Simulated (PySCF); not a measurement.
**A diatomic session: Cu2**

Aim: find the lowest electronic state of Cu2, scan its bond at several levels of theory, and get bond length, wavenumber and dissociation energy from each curve.

Program: PySCF 2.14.0. Level of theory: Cu x2c-TZVPPall, spin-free X2C with a Gaussian nucleus. These are calculated values, not measurements.

## 1. The job

Settings of the job:

| Quantity | Value |
| --- | --- |
| atoms | Cu, Cu |
| charge | 0 |
| basis | Cu x2c-TZVPPall |
| Hamiltonian | spin-free X2C with a Gaussian nucleus |
| basis functions | 128 |
| electrons treated | 58 |
| masses in u | 62.9296, 62.9296 |
| levels | PBE0, PBE, r²SCAN, B2PLYP, BP86, revPBE, M06-L, HSE06, HF, MP2, SCS-MP2 |
| grid | 80 radial by 434 angular points |
| occupations | held fixed by the projection of orbital angular momentum |
| dissociation limit | Cu + Cu, each in its ground configuration |
| starting distance in angstrom | 2.270 |
| values of 2S to try | 0, 2, 4 |

Launch:

```
$ OMP_NUM_THREADS=2 python dia.py task.json out
```

After this run come: First curve: PBE0; Higher solutions at PBE0; PBE (GGA); r²SCAN; B2PLYP (double hybrid); BP86; revPBE; M06-L; HSE06; RHF (mean field).

**Question.** What will these runs give? Wanted: for each run, Re; ωe; De.

The runs gave:

Lowest PBE0 solution found, without spin–orbit coupling: ¹Σg⁺ (singlet), closed shell. State 2 has its PBE0 minimum 1.73 eV higher. The other levels ran on the lowest alone.

```csv
level,Re (Å),ωe (cm⁻¹),De (eV)
RHF,2.402,200.2,0.55
RHF-MP2,2.211,286.5,1.98
RHF-SCS-MP2,2.237,271.9,1.90
PBE,2.231,268.2,2.24
revPBE,2.253,258.7,2.02
BP86,2.223,271.3,2.22
r²SCAN,2.193,281.8,2.18
M06-L,2.228,267.9,2.36
PBE0,2.248,258.0,1.89
HSE06,2.244,260.9,1.90
B2PLYP,2.238,267.1,1.97
```

De is counted to Cu + Cu in their ground configurations.

In words: The methods spread over 0.209 Å in bond length, from r²SCAN to RHF. Among the levels with a De in the table, it runs from 0.55 eV (RHF) to 2.36 eV (M06-L).

Correlated steps freeze 10 core orbitals. B2PLYP dipoles, levels and charges come from its SCF part alone.
